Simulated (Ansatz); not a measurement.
# GeN+ (triplet): wave-function methods side by side, 6-31G

The task here is to estimate one member of a computed series from the others.

Method: 6-31G, core rule «outside noble gas», up to 15 orbitals frozen; program: Ansatz 0.2.0, Gaussian basis.

Plan: UHF; CCSD(T) on ROHF; CCSD(T) on UHF; BCCD(T) on ROHF; CISD as a restricted active space (open shells left free, so some higher excitations enter); CCSDT(Q) on ROHF; CCSDT(Q) on UHF; CISDTQ; CASSCF and MRCISD+Q, 8 electrons in 8 orbitals; CASSCF and MRCISD+Q(relaxed), 8 electrons in 8 orbitals; CASSCF and NEVPT2, 8 electrons in 8 orbitals.

9 further runs of the same task are left out: 4 that didn't finish, 5 set aside as unsound or not needed. Runs told in other sessions of the task aren't counted.

### The system

The geometry is a PBE0/def2-TZVP stationary point (not a proven minimum) of the parent state, kept for this charge and spin. No spin-orbit coupling is included. The filled d shell of Ge may be among the frozen orbitals whatever the setting's name suggests.

2 atoms, charge 1, spin multiplicity 3.

Atoms are counted from 1 here; the program's logs count them from 0.

Bond lengths: Ge1–N2 1.900 Å.

Set-up of the first run:

The input, in.yaml:

```yaml
crystal:
  periodic: [false, false, false]
  atoms:
    - {symbol: Ge, position_ang: [0.000000, 0.000000, 0.000000]}
    - {symbol: N, position_ang: [0.000000, 0.000000, 1.899700]}
basis:
  gaussian: {orbitals: 6-31G}
total_charge: 1
magnetization: {spin_polarized: true, initial_magnetization: 2}
hamiltonian: {xc: hf}
output: {orbitals: {seedname: orbitals}}
```

The run is started by

```console
$ ansatz run in.yaml --threads 1 --pin off --events-out ev --progress --plain --max-ram 2393MiB
```

Steps of the session up to this table: UHF; CCSD(T) on ROHF; CCSD(T) on UHF; BCCD(T) on ROHF; CISD as a restricted active space (open shells left free, so some higher excitations enter); CCSDT(Q) on ROHF; CCSDT(Q) on UHF; CISDTQ; CASSCF and MRCISD+Q, 8 electrons in 8 orbitals; CASSCF and MRCISD+Q(relaxed), 8 electrons in 8 orbitals; CASSCF and NEVPT2, 8 electrons in 8 orbitals.

One of the session's tables, all rows but one given; the rest of the session is left out.

It belongs to the step «Misses and costs». 

```
                   method  from UCCSDT(Q) (meV)
                     ROHF               +3253.7
                      UHF               +3148.9
                     RMP2                     ?
                     UMP2                +755.3
                    RCCSD                +104.7
                    UCCSD                +100.6
                 RCCSD(T)                 +32.0
                 UCCSD(T)                 +31.3
                  BCCD(T)                 +32.9
                   RCCSDT                 +10.8
                   UCCSDT                  +9.4
                RCCSDT(Q)                  +2.7
                UCCSDT(Q)                     0
           CASSCF valence               +1392.5
           NEVPT2 valence                +305.2
           MRCISD valence                 +52.0
         MRCISD+Q valence                 +20.8
MRCISD+Q(relaxed) valence                  -3.6
```

Estimate the missing values for RMP2.

**Answer.** from UCCSDT(Q) (meV): +757.6. In the column «from UCCSDT(Q) (meV)» it lies between UMP2 (+755.3) and CASSCF valence (+1392.5).

Not comparable, so not listed: CISD as a restricted active space (open shells left free, so some higher excitations enter); CISDTQ (they don't share determinant, frozen orbitals or solution with the rows shown, or repeat one).

Limits of these values: Restricted and unrestricted rows rest on different reference determinants; a gap between their highest levels can come from leftover correlation error, from unlike frozen cores or from another state.
